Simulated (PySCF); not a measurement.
# The bond of NaHg+, level by level

One job finds the state of NaHg+, follows it along the bond with each method and fits the curves.

Method: Na def2-SVP, Hg def2-SVP with ECP60, scalar-relativistic core potentials; program: PySCF 2.14.0.

### Step 1. Input

Settings of the job:

```
atoms                         : Na, Hg
charge                        : 1
basis                         : Na def2-SVP, Hg def2-SVP with ECP60
Hamiltonian                   : scalar-relativistic core potentials
basis functions               : 47
electrons treated             : 30
masses in u                   : 22.9898, 201.9706
levels                        : PBE0, PBE, r²SCAN, M06-2X, B97-3, B3LYP, HF, MP2, SCS-MP2, CCSD, CCSD(T)
grid                          : 80 radial by 434 angular points
occupations                   : held fixed by the projection of orbital angular momentum
dissociation limit            : Na+ + Hg, each in its ground configuration
starting distance in angstrom : 3.050
values of 2S to try           : 0, 2
```

Run with:

```console
OMP_NUM_THREADS=1 python dia.py task.json out
```

The runs that follow: PBE0 along the bond; Higher solutions at PBE0; PBE (GGA); r²SCAN (meta-GGA); M06-2X (hybrid meta-GGA); B97-3 (global hybrid GGA); B3LYP; RHF (mean field); Correlated methods on the Hartree–Fock reference.

What does the calculation give? Wanted: for each run, Re; ωe; De; μ.

The runs gave:

Lowest PBE0 solution found, without spin–orbit coupling: ¹Σ⁺ (singlet), closed shell. State 2 has its PBE0 minimum 4.37 eV higher. The other levels ran on the lowest alone.

```tsv
level	Re (Å)	ωe (cm⁻¹)	De (eV)	μ (D)
RHF	3.220	100.3	0.315	-11.02
RHF-MP2	3.126	108.4	0.297	n/a
RHF-SCS-MP2	3.137	107.3	0.296	n/a
RHF-CCSD	3.149	107.7	0.318	n/a
RHF-CCSD(T)	3.148	108.1	0.319	n/a
PBE	3.075	112.1	0.354	-10.67
r²SCAN	3.076	111.2	0.340	-10.77
B3LYP	3.084	111.0	0.343	-10.68
PBE0	3.083	111.3	0.343	-10.68
B97-3	3.147	100.0	0.310	-11.03
M06-2X	3.096	101.9	0.321	-10.77
```

De is counted to Na+ + Hg in their ground configurations. A positive dipole points from Na to Hg; in an ion it is taken about the centre of mass and does not tell which atom is negative.

In words: Bond lengths run from 3.075 Å (PBE) to 3.220 Å (RHF). CCSD(T) can't serve as the judge here: for a weak bond in this basis it is far from its limit. Among the levels with a De in the table, it runs from 0.296 eV (RHF-SCS-MP2) to 0.354 eV (PBE).

Correlated steps freeze 1 core orbital. Spin–orbit coupling is left out.
